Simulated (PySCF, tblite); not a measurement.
**C₃H₈N₂Si: geometry, infrared bands and NMR shifts**

Wanted: the infrared bands and NMR shifts of C₃H₈N₂Si (`CN[Si@@H]1CC=N1`), by calculation.

Programs: tblite 0.8.0 and PySCF 2.14.0, with density-fitted response routines of our own. Each step states its level of theory. These are calculated values for one molecule in the gas phase, unless marked as measured. Atoms are numbered from 0 throughout.

### Step 1. The starting structure

14 atoms, charge 0, multiplicity 1; geometry from: force field or distance geometry start.

Bonds of the start (Å): C0–N1 1.41, N1–Si2 1.76, Si2–C3 1.81, C3–C4 1.50, C4–N5 1.31, N5–Si2 1.74, C0–H6 1.10, C0–H7 1.12, C0–H8 1.12, N1–H9 1.03, Si2–H10 1.48, C3–H11 1.12, C3–H12 1.12, C4–H13 1.10.

### Step 2. Relaxing the molecule with GFN2-xTB

Job settings and geometry (Å):

```
{"job": {"kind": "relax", "xc": "GFN2-xTB", "basis": "xTB"}, "charge": 0, "multiplicity": 1}
C     -2.290800     0.168500     0.247800
N     -1.168400     1.016800     0.292100
Si     0.240100     0.546700    -0.652000
C      1.556000    -0.434800     0.113500
C      2.367900     0.812900    -0.066600
N      1.564300     1.672900    -0.639400
H     -2.129700    -0.725900    -0.375700
H     -2.694800    -0.138300     1.245600
H     -3.130800     0.739500    -0.228400
H     -0.990100     1.506200     1.185800
H     -0.178200     0.093700    -2.000900
H      1.949500    -1.252700    -0.541200
H      1.476400    -0.702100     1.198700
H      3.428000     0.976200     0.198600
```

Started as:

```console
$ OMP_NUM_THREADS=1 python probes_run.py task.json out
```

This one command runs all jobs of the session in turn.

**Question.** This job is followed by: GFN2-xTB harmonic vibrations, gas phase; GIAO PBE0/pcSseg-1 NMR shielding, non-relativistic, gas phase. What will the session give for the following? strongest single infrared mode (GFN2-xTB); zero-point energy (GFN2-xTB); 13C shifts against TMS (PBE0/pcSseg-1); 1H shifts against TMS (PBE0/pcSseg-1, means over atoms taken as alike); 15N shifts against NH3 (PBE0/pcSseg-1); 29Si shifts against TMS (PBE0/pcSseg-1).

As calculated:

```
                                                              quantity                                   value
                             strongest single infrared mode (GFN2-xTB)                   2297 cm⁻¹, 333 km/mol
                                          zero-point energy (GFN2-xTB)                           67.7 kcal/mol
                                13C shifts against TMS (PBE0/pcSseg-1)                   202.3, 39.2, 30.6 ppm
1H shifts against TMS (PBE0/pcSseg-1, means over atoms taken as alike)  9.46, 5.61, 2.88, 2.20, 2.13, 0.74 ppm
                                15N shifts against NH3 (PBE0/pcSseg-1)                         453.5, 24.8 ppm
                               29Si shifts against TMS (PBE0/pcSseg-1)                                -5.7 ppm
```

**Reading.** Relaxing lowered the energy by 0.583 eV in 83 steps; the close pair that moved most is Si2–C3, from 1.811 to 1.932 Å. The lowest mode is slightly imaginary (16i cm⁻¹), a soft motion within the noise of the Hessian, so the minimum is not strictly shown. The strongest single mode, at 2297 cm⁻¹, moves mainly H10. Unscaled tight-binding wavenumbers are off by several per cent, some by more. Its intensities can rank the bands wrongly. At PBE0/pcSseg-1: The widest tensor belongs to N5: span 766 ppm, with a paramagnetic part of -517 ppm.
